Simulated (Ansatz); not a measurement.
# CH₆GaSi radical: basis-set convergence

One table from this session's results is given with a row withheld; the runs are named, their logs left out.

Method: one geometry, several basis sets; program: Ansatz 0.2.0, Gaussian basis.

The runs, in order: PBE0-D4/def2-SVP; ωB97M-V/def2-SVP; PBE0-D4/def2-QZVPP; ωB97M-V/def2-QZVPP; the functionals' def2-TZVPP values are taken from earlier runs.

## Structure used throughout

The geometry comes from an earlier relaxation with PBE0-D4 in a triple-zeta def2 set; it is a stationary point, not always the lowest conformer.

SMILES `[CH3][Ga][SiH3]`, 9 atoms, charge 0, spin multiplicity 2.

Atoms are counted from 1 here; the program's logs count them from 0.

Bond lengths: C1–Ga2 1.991 Å, C1–H4 1.094 Å, C1–H5 1.090 Å, C1–H6 1.094 Å, Ga2–Si3 2.454 Å, Si3–H7 1.491 Å, Si3–H8 1.494 Å, Si3–H9 1.491 Å. Angles: Ga2–C1–H4 108.9°, Ga2–C1–H5 112.9°, Ga2–C1–H6 108.9°, H4–C1–H5 109.1°, H4–C1–H6 107.7°, H5–C1–H6 109.1°, C1–Ga2–Si3 122.9°, Ga2–Si3–H7 108.6°, Ga2–Si3–H8 116.8°, Ga2–Si3–H9 108.5°, H7–Si3–H8 107.6°, H7–Si3–H9 107.3°, H8–Si3–H9 107.6°.

The first run:

in.yaml

```yaml
crystal:
  periodic: [false, false, false]
  atoms:
    - {symbol: C, position_ang: [-0.932528, 1.329659, -1.144907]}
    - {symbol: Ga, position_ang: [0.722160, 0.829124, -0.157900]}
    - {symbol: Si, position_ang: [0.944931, -1.267778, 1.096844]}
    - {symbol: H, position_ang: [-1.149976, 0.556059, -1.887896]}
    - {symbol: H, position_ang: [-0.852801, 2.293721, -1.646248]}
    - {symbol: H, position_ang: [-1.769764, 1.359979, -0.440720]}
    - {symbol: H, position_ang: [2.116074, -2.019847, 0.562330]}
    - {symbol: H, position_ang: [-0.230719, -2.189446, 1.080838]}
    - {symbol: H, position_ang: [1.241123, -0.937871, 2.520459]}
basis:
  gaussian: {orbitals: def2-SVP}
magnetization: {spin_polarized: true, initial_magnetization: 1}
hamiltonian: {xc: pbe0, dispersion: d4}
output: {orbitals: {seedname: orbitals}}
```

Steps of the session up to this table: PBE0-D4 in def2-SVP; ωB97M-V in def2-SVP; PBE0-D4 in def2-QZVPP; ωB97M-V in def2-QZVPP.

One table of the session follows, with a row left open; its other results are not shown here.

It belongs to the step «Functionals by basis». 

| functional | basis | HOMO (eV) | LUMO (eV) |
| --- | --- | --- | --- |
| PBE0-D4 | def2-SVP | -5.09 | -2.20 |
| PBE0-D4 | def2-TZVPP | -5.11 | -2.21 |
| PBE0-D4 | def2-QZVPP | -5.12 | -2.25 |
| ωB97M-V | def2-SVP | -6.94 | -0.56 |
| ωB97M-V | def2-TZVPP | ? | ? |
| ωB97M-V | def2-QZVPP | -6.98 | -0.72 |

Q: Estimate the row for ωB97M-V, def2-TZVPP from the others.

**Answer.** HOMO (eV): -6.96; LUMO (eV): -0.61. In the column «HOMO (eV)» it lies between ωB97M-V, def2-QZVPP (-6.98) and ωB97M-V, def2-SVP (-6.94).
